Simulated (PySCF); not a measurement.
# C3H9NSi: the cost of one run

The runs use PySCF 2.14.0, with density-fitted response routines of our own; the level of theory stands in each step. All values are computed, except where a source is named. Atoms are numbered from 0 throughout.

## Step 1: Starting geometry

14 atoms, charge 0, multiplicity 1; geometry from: GFN2-xTB. The atoms were then displaced at random by about 0.01 Å, so the start is not that level's minimum.

Bonds of the start (Å): C0–C1 1.35, C1–C2 1.50, C2–Si3 1.86, Si3–N4 1.73, C0–H5 1.04, C0–H6 1.08, C1–H7 1.09, C2–H8 1.08, C2–H9 1.07, Si3–H10 1.48, Si3–H11 1.47, N4–H12 1.03, N4–H13 1.02.

## Step 2: Optimising the geometry at PBE0-D3(BJ)/def2-SVP

What the job is given:

```
{"job": {"xc": "PBE0", "basis": "def2-SVP", "d3": "d3bj", "grid": 1, "shake": 0.01, "kind": "geom"}, "charge": 0, "multiplicity": 1}
C      2.191120    -0.059880     0.894820
C      1.184730     0.540330     0.217260
C      0.445030    -0.066480    -0.932190
Si    -1.221860    -0.709700    -0.409290
N     -2.140880     0.655030     0.133230
H      2.532110    -1.007880     0.620540
H      2.663770     0.440940     1.726660
H      0.865940     1.536390     0.507800
H      1.042900    -0.884830    -1.314730
H      0.333030     0.674050    -1.702440
H     -1.079070    -1.793270     0.588140
H     -1.988700    -1.209320    -1.560330
H     -3.129370     0.553140     0.403790
H     -1.705920     1.316400     0.774160
```

On the command line:

```sh
$ OMP_NUM_THREADS=1 python probes_run.py task.json out
```

One launch serves the whole session: the jobs run in the order shown.

**Question.** How long does this first job take on 1 thread of AMD EPYC 9R45, shared host, and how much memory does it need?

About 31 s, with a peak of 0.53 GiB.
